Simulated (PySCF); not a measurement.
# A diatomic session: CsNa

Aim: find the lowest electronic state of CsNa, scan its bond at several levels of theory, and get bond length, wavenumber and dissociation energy from each curve.

Computed with PySCF 2.14.0. Level: Cs def2-SVP with ECP46, Na def2-SVP, scalar-relativistic core potentials.

## 1. Set-up

A driver script around PySCF takes these settings:

```json
{
 "atoms": "Cs, Na",
 "charge": "0",
 "basis": "Cs def2-SVP with ECP46, Na def2-SVP",
 "Hamiltonian": "scalar-relativistic core potentials",
 "basis functions": "39",
 "electrons treated": "20",
 "masses in u": "132.9054, 22.9898",
 "levels": "PBE0, PBE, r²SCAN, PBEsol, M06, PW91, CAM-B3LYP, HF, MP2, SCS-MP2, CCSD, CCSD(T)",
 "grid": "80 radial by 434 angular points",
 "occupations": "held fixed by the projection of orbital angular momentum",
 "dissociation limit": "Cs + Na, each in its ground configuration",
 "starting distance in angstrom": "3.780",
 "values of 2S to try": "0, 2"
}
```

Started as:

```bash
$ OMP_NUM_THREADS=1 python dia.py task.json out
```

The runs that follow: PBE0 along the bond; Other states along the same grid; PBE; r²SCAN; PBEsol (GGA); M06 (hybrid meta-GGA); PW91 (GGA); CAM-B3LYP; RHF (mean field); Correlated methods on the Hartree–Fock reference.

Q: Predict the outcome of this session. Wanted: for each run, Re; ωe; De; μ.

**Answer**, as computed:

Lowest PBE0 solution found, without spin–orbit coupling: ¹Σ⁺ (singlet), closed shell. State 3 has its PBE0 minimum 1.26 eV higher. State 4 has its PBE0 minimum 1.54 eV higher, as a spin-mixed determinant (⟨S²⟩ = 1.00), so this is no gap between pure states. The other levels ran on the lowest alone.

```
      level  Re (Å)  ωe (cm⁻¹)  De (eV)  μ (D)
        RHF   4.140       89.3   -0.082  -6.04
    RHF-MP2   3.952       96.5    0.336    n/a
RHF-SCS-MP2   3.975       95.4    0.412    n/a
   RHF-CCSD   3.969       94.3     0.52    n/a
RHF-CCSD(T)   3.969       93.1     0.54    n/a
        PBE   3.918       93.1     0.65  -3.79
     PBEsol   3.888       94.7     0.66  -3.74
       PW91   3.913       93.5     0.69  -3.88
     r²SCAN   3.995       92.7    0.486  -4.81
       PBE0   3.934       95.5     0.57  -4.52
        M06   3.861      103.6     0.72  -5.63
  CAM-B3LYP   3.865      100.1     0.53  -4.79
```

De is counted to Cs + Na in their ground configurations. A positive dipole means Cs(−)Na(+).

In words: The methods spread over 0.279 Å in bond length, from M06 to RHF. CCSD(T) can't serve as the judge here: for a weak bond in this basis it is far from its limit. Of the levels with a De here, RHF gives the least (-0.082 eV) and M06 the most (0.72 eV).

Correlated steps freeze 1 core orbital. Spin–orbit coupling is left out. A negative De means that the minimum lies above the separated atoms at that level.
